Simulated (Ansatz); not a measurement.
# SiGe2: phonon spectrum

Aim: for SiGe2, find the equilibrium cell, tighten the relaxation for response calculations and compute the phonon dispersion and the harmonic thermodynamics.

Method: DFT PBEsol, scalar-relativistic, plane waves, PAW, in Ansatz 0.2.0.

## 1. The system as given

Symmetry: Fm-3m, No. 225, cubic system. Conventional cell: a = 5.783 Å, b = 5.783 Å, c = 5.783 Å, α = 90.00°, β = 90.00°, γ = 90.00°. Si (site symmetry m-3m) has 8 Ge at 2.50 Å in its first shell of neighbours. Ge (site symmetry -43m) has 4 Si at 2.50 Å in its first shell of neighbours.

Coordinates:

```
Si Ge
1.0
     0.00000    2.89142    2.89142
     2.89142    0.00000    2.89142
     2.89142    2.89142    0.00000
Si Ge
1 2
Direct
  0.00000 0.00000 0.00000
  0.75000 0.75000 0.75000
  0.25000 0.25000 0.25000
```

The cell was made up by rule, so the compound may not exist in this form.

(A quick probe on a coarse mesh, which set the mesh and smearing, is not shown.)

## 3. Coarse relaxation

The input, input.yaml:

```yaml
crystal:
  lattice:
    - [0.0, 2.8914167062, 2.8914167062]
    - [2.8914167062, 0.0, 2.8914167062]
    - [2.8914167062, 2.8914167062, 0.0]
  atoms:
    - { symbol: Si, position: [0.0, 0.0, 0.0] }
    - { symbol: Ge, position: [0.75, 0.75, 0.75] }
    - { symbol: Ge, position: [0.25, 0.25, 0.25] }
basis:
  ecutwfc: 420
kpoints:
  mp_grid: { grid: [6, 6, 6] }
hamiltonian:
  xc: pbesol
scf:
  occupations: { method: gaussian, width: 0.1 }
output:
  forces: true
  stress: true
  eigenvalues: true
relax:
  adjacent_minimum: "off"
  f_tol: 0.05
  max_steps: 80
  cell: { stress_tol: 0.5 }
```

Run with:

```
$ ansatz run input.yaml --threads 2 --pin off --max-ram 6144MiB --backend cpu --events-out ev --progress --plain --runs-dir out
```

Further runs follow: full relaxation; tight relaxation for the response runs, with the smearing for a metal; phonon dispersion.

What does the calculation give? Wanted: relaxed cell; volume; formation energy; highest frequency on the q mesh; lowest mode on the q mesh.

**Answer**, as computed:

| quantity | value |
| --- | --- |
| relaxed cell (conventional) | a = 6.122 Å, b = 6.122 Å, c = 6.122 Å, α = 90.00°, β = 90.00°, γ = 90.00° |
| space group (0.01 Å) | Fm-3m (No. 225) |
| volume | 19.12 Å³/atom |
| formation energy (elements from runs with the same settings, not shown) | +0.34 eV/atom |
| highest frequency on the q mesh | 233 cm⁻¹ |
| lowest mode on the q mesh | 46i cm⁻¹ at q = (0.000, 0.250, -0.250) |

What this shows: The relaxed volume is 18.6 % larger than at the start. The structure is dynamically unstable: at q = (0.00, 0.25, -0.25) a mode is imaginary, 46i cm⁻¹, so a larger cell with that distortion lies lower. For a metal these values are sensitive to the k mesh.
